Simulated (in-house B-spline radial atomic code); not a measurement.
**Er²⁹⁺: binding energies from hole states**

Wanted: ΔSCF binding energies of Er²⁹⁺.

Program: in-house B-spline radial atomic code version 1. Level of theory: Dirac-Hartree-Fock, average of configuration, Fermi nucleus, basis-set limit. These are calculated values, not measurements, unless marked.

## (1) What is computed

* element: erbium (Z = 68)
* charge: +29
* electrons: 39
* configuration: [Kr] 4d3
* Hamiltonian: Dirac-Coulomb
* nucleus: Fermi, rms radius 5.252 fm

The outer shells:

[Kr] 4d3
```
[Kr] core
4d [↑ ][↑ ][↑ ][  ][  ]
```

The boxes draw the filling by Hund's rule, which heavy ions in jj coupling don't follow; these runs average over all states of the configuration.

Settings, as recorded:

```ini
Z = 68
electrons = 39.0
configuration = [Kr] 4d3
hamiltonian = dirac
method = hf
spin_polarised = False
nucleus = fermi
rms_radius = 5.2516
mass_number = 166
atomic_mass = 165.930301067
speed_of_light = 137.035999084
```

From the earlier run of the reference: total energy -12672.853023 hartree. Levels, eight at most:

```csv
orbital,occupation,energy (eV),<r> (bohr)
3p3/2,4,-2876.87,0.2253
3d3/2,4,-2518.90,0.1988
3d5/2,6,-2475.64,0.2028
4s1/2,2,-1386.18,0.4674
4p1/2,2,-1291.22,0.4683
4p3/2,4,-1234.36,0.4887
4d3/2,1.2,-1093.92,0.4842
4d5/2,1.8,-1082.26,0.4903
```

## (2) The 1s hole

Settings, as recorded:

```ini
Z = 68
electrons = 38.0
configuration = 1s1 2s2 2p6 3s2 3p6 3d10 4s2 4p6 4d3
hamiltonian = dirac
method = hf
spin_polarised = False
nucleus = fermi
rms_radius = 5.2516
mass_number = 166
atomic_mass = 165.930301067
speed_of_light = 137.035999084
```

## (3) The 2s hole

The settings differ from step 2 so:

```diff
@@ -2,3 +2,3 @@
 electrons = 38.0
-configuration = 1s1 2s2 2p6 3s2 3p6 3d10 4s2 4p6 4d3
+configuration = 1s2 2s1 2p6 3s2 3p6 3d10 4s2 4p6 4d3
 hamiltonian = dirac
```

## (4) The 2p1/2 hole

In configurations, a minus sign after the shell means j = l − 1/2 and a plus sign j = l + 1/2; the count of electrons follows.

The settings differ from step 3 so:

```diff
@@ -2,3 +2,3 @@
 electrons = 38.0
-configuration = 1s2 2s1 2p6 3s2 3p6 3d10 4s2 4p6 4d3
+configuration = 1s2 2s2 2p-1 2p+4 3s2 3p6 3d10 4s2 4p6 4d3
 hamiltonian = dirac
```

## (5) The 2p3/2 hole

The settings differ from step 4 so:

```diff
@@ -2,3 +2,3 @@
 electrons = 38.0
-configuration = 1s2 2s2 2p-1 2p+4 3s2 3p6 3d10 4s2 4p6 4d3
+configuration = 1s2 2s2 2p-2 2p+3 3s2 3p6 3d10 4s2 4p6 4d3
 hamiltonian = dirac
```

## (6) The 3s hole

The settings differ from step 5 so:

```diff
@@ -2,3 +2,3 @@
 electrons = 38.0
-configuration = 1s2 2s2 2p-2 2p+3 3s2 3p6 3d10 4s2 4p6 4d3
+configuration = 1s2 2s2 2p6 3s1 3p6 3d10 4s2 4p6 4d3
 hamiltonian = dirac
```

## (7) The 3p1/2 hole

The settings differ from step 6 so:

```diff
@@ -2,3 +2,3 @@
 electrons = 38.0
-configuration = 1s2 2s2 2p6 3s1 3p6 3d10 4s2 4p6 4d3
+configuration = 1s2 2s2 2p6 3s2 3p-1 3p+4 3d10 4s2 4p6 4d3
 hamiltonian = dirac
```

## (8) The 3p3/2 hole

The settings differ from step 7 so:

```diff
@@ -2,3 +2,3 @@
 electrons = 38.0
-configuration = 1s2 2s2 2p6 3s2 3p-1 3p+4 3d10 4s2 4p6 4d3
+configuration = 1s2 2s2 2p6 3s2 3p-2 3p+3 3d10 4s2 4p6 4d3
 hamiltonian = dirac
```

What does each hole state cost in eV, and how does that compare with the orbital energies or single holes?

As calculated:

| hole | ΔSCF (eV) | with Breit, QED, recoil (eV) | −ε of the parent (eV) | −ε less ΔSCF (eV) |
| --- | --- | --- | --- | --- |
| 1s | 58824.9 | 58560.4 | 58884.2 | 59.25 |
| 2s | 10870.6 | 10838.9 | 10896.1 | 25.55 |
| 2p1/2 | 10376.4 | 10345.6 | 10406.1 | 29.67 |
| 2p3/2 | 9459.67 | 9439.03 | 9486.92 | 27.25 |
| 3s | 3283.35 | 3276.88 | 3290.13 | 6.77 |
| 3p1/2 | 3069.50 | 3063.59 | 3076.97 | 7.47 |
| 3p3/2 | 2870.15 | 2866.39 | 2876.87 | 6.72 |

**Reading.** Koopmans' values overshoot, as they freeze the orbitals; relaxation lowers the cost by 59.2 eV for 1s and 6.72 eV for 3p3/2. The difference of the 1s and 2p3/2 holes gives a Kα1 line at 49121.4 eV for this charge state (with Breit, QED and recoil). The spin-orbit splitting of the 2p hole is 906.53 eV with those corrections. Values are for the free ion, measured from the vacuum level.
